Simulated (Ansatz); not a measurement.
**YSiNi4: elastic constants**

This session takes YSiNi4 and sets out to find the equilibrium cell, tighten the relaxation for response calculations and compute the elastic constants.

Method: DFT LDA, scalar-relativistic, plane waves, PAW, in Ansatz 0.2.0.

## (1) The system as given

Symmetry: Cmmm, No. 65, orthorhombic system. The conventional cell has a = 5.026 Å, b = 8.118 Å, c = 3.909 Å, α = 90.00°, β = 90.00°, γ = 90.00°. Around Y (site symmetry mmm) lie 14 Ni at 2.77 to 3.09 Å and 4 Si at 3.18 Å. Si (site symmetry mmm) is surrounded by 8 Ni at 2.34 to 2.39 Å and 4 Y at 3.18 Å. Around Ni (site symmetry m2m) lie 2 Si at 2.34 Å and 5 Ni at 2.44 to 2.58 Å. Ni (site symmetry 2/m) is surrounded by 2 Si at 2.39 Å and 6 Ni at 2.44 to 2.51 Å.

As a file:

```cif
data_structure
_symmetry_space_group_name_H-M 'Cmmm'
_symmetry_Int_Tables_number 65
_cell_length_a 5.0255
_cell_length_b 8.1182
_cell_length_c 3.9088
_cell_angle_alpha 90.000
_cell_angle_beta 90.000
_cell_angle_gamma 90.000
_cell_volume 159.47
loop_
_atom_site_label
_atom_site_type_symbol
_atom_site_symmetry_multiplicity
_atom_site_Wyckoff_symbol
_atom_site_fract_x
_atom_site_fract_y
_atom_site_fract_z
_atom_site_occupancy
Y1 Y 2 a 0.00000 0.00000 0.00000 1
Si1 Si 2 c 0.50000 0.00000 0.50000 1
Ni1 Ni 4 i 0.50000 0.15875 0.00000 1
Ni2 Ni 4 f 0.25000 0.75000 0.50000 1
```

The structure comes from the Materials Project (structure only).

(A quick probe on a coarse mesh, which set the mesh and smearing, is not shown.)

## (3) The relaxation

input.yaml reads:

```yaml
crystal:
  lattice:
    - [2.51277275, -4.05912275, 0.0]
    - [2.51277275, 4.05912275, 0.0]
    - [0.0, 0.0, 3.90877898]
  atoms:
    - { symbol: "Y", position: [0.0, 0.0, 0.0] }
    - { symbol: Si, position: [0.5, 0.5, 0.5] }
    - { symbol: Ni, position: [0.34125119, 0.65874881, 0.0] }
    - { symbol: Ni, position: [0.65874881, 0.34125119, 0.0] }
    - { symbol: Ni, position: [0.5, 0.0, 0.5] }
    - { symbol: Ni, position: [0.0, 0.5, 0.5] }
basis:
  ecutwfc: 420
kpoints:
  mp_grid: { grid: [8, 8, 10] }
hamiltonian:
  xc: lda
scf:
  occupations: { method: gaussian, width: 0.1 }
output:
  forces: true
  stress: true
  eigenvalues: true
relax:
  adjacent_minimum: "off"
  f_tol: 0.005
  max_steps: 80
  cell: { stress_tol: 0.05 }
```

On the command line:

```sh
ansatz run input.yaml --threads 2 --pin off --max-ram 5120MiB --backend cpu --events-out ev --progress --plain --runs-dir out
```

Further runs follow: relaxing to 0.001 eV/Å, with the smearing for a metal; elastic constants, atoms relaxed.

Q: Predict the outcome of this session. Wanted: relaxed cell; volume; formation energy; C11, C12, C44; C33, C13, C66; B, G, E; Poisson ratio; Debye temperature.

**Answer**, as computed:

| quantity | value |
| --- | --- |
| relaxed cell (conventional) | a = 4.942 Å, b = 8.006 Å, c = 3.867 Å, α = 90.00°, β = 90.00°, γ = 90.00° |
| space group (0.01 Å) | Cmmm (No. 65) |
| volume | 12.75 Å³/atom |
| formation energy (elements from runs with the same settings, not shown) | -0.67 eV/atom |
| C11, C12, C44 (relaxed-ion) | 274, 115, 68 GPa |
| C33, C13, C66 (relaxed-ion) | 342, 129, 71 GPa |
| B, G, E (Hill) (relaxed-ion) | 184, 83, 217 GPa |
| Poisson ratio (relaxed-ion) | 0.30 |
| Debye temperature | 470 K |

**Reading.** The cell shrank by 4.1 % in volume on relaxing. It is stable against strain: the least eigenvalue of C is 68 GPa. B/G = 2.22 lies over 1.75, which by Pugh's rule of thumb suggests ductile behaviour; Young's modulus ranges from about 192 to 262 GPa with direction. Spin polarisation is off in the runs that give these values; a magnetic solution could lie lower.
